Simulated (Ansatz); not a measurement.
# WH2 (singlet): from Hartree-Fock to the top rungs, def2-SVP

One table from this session's results is given with a row withheld; the runs are named, their logs left out.

The runs use Ansatz 0.2.0, Gaussian basis; def2-SVP, core rule «outside noble gas», up to 4 orbitals frozen.

The runs, in order: UHF; CCSD(T) on RHF; CISD; CCSDT(Q) on RHF; CCSDT(Q) on UHF; CCSDTQ on RHF; CASSCF and MRCISD+Q, 8 electrons in 8 orbitals; CASSCF and NEVPT2, 8 electrons in 8 orbitals.

5 further runs of the same task are left out: 1 for a known fault of the program, 4 set aside as unsound or not needed.

## The geometry

The geometry is a PBE0/def2-TZVP stationary point (not a proven minimum). No spin-orbit coupling is included. Elements past krypton take def2 core potentials.

3 atoms, charge 0, spin multiplicity 1.

Atoms are counted from 1 here; the program's logs count them from 0.

Bond lengths: W1–H2 1.690 Å, W1–H3 1.690 Å. Angles: H2–W1–H3 111.7°.

The first run:

in.yaml reads:

```yaml
crystal:
  periodic: [false, false, false]
  atoms:
    - {symbol: W, position_ang: [0.000000, -0.010291, 0.000000]}
    - {symbol: H, position_ang: [0.000000, 0.938509, 1.398200]}
    - {symbol: H, position_ang: [0.000000, 0.938509, -1.398200]}
basis:
  gaussian: {orbitals: def2-SVP}
magnetization: {spin_polarized: true, initial_magnetization: 0}
hamiltonian: {xc: hf}
output: {orbitals: {seedname: orbitals}}
```

On the command line:

```sh
$ ansatz run in.yaml --threads 1 --pin off --events-out ev --progress --plain --max-ram 4096MiB --backend cpu
```

Steps of the session up to this table: UHF; CCSD(T) on RHF; CISD; CCSDT(Q) on RHF; CCSDT(Q) on UHF; CCSDTQ on RHF; CASSCF and MRCISD+Q, 8 electrons in 8 orbitals; CASSCF and NEVPT2, 8 electrons in 8 orbitals.

One of the session's tables, all rows but one given; the rest of the session is left out.

It belongs to the step «Misses and costs». 

| method | from RCCSDT(Q) (meV) |
| --- | --- |
| RHF | +4905.4 |
| UHF | +3481.1 |
| RMP2 | +1283.2 |
| CISD | ? |
| RCCSD | +471.7 |
| RCCSD(T) | +245.7 |
| RCCSDT | +41.2 |
| RCCSDT(Q) | 0 |
| RCCSDTQ | -9.2 |
| CASSCF valence | +3072.0 |
| NEVPT2 valence | +764.4 |
| MRCISD valence | +161.6 |
| MRCISD+Q valence | -18.2 |

Q: Estimate the row for CISD from the others.

As computed: from RCCSDT(Q) (meV): +835.9. In the column «from RCCSDT(Q) (meV)» it lies between NEVPT2 valence (+764.4) and RMP2 (+1283.2).

Limits of these values: The determinant is far from a pure spin state, so its energy mixes those of several spin states (harmless only where they are near-degenerate, as at dissociation). The report flags that the cluster equations may have other roots. The program flags RCCSDTQ as in doubt, so those rows may rest on another solution; read them beside their warnings. Warnings: restricted reference is unstable; spin contamination; large T1 diagnostic.
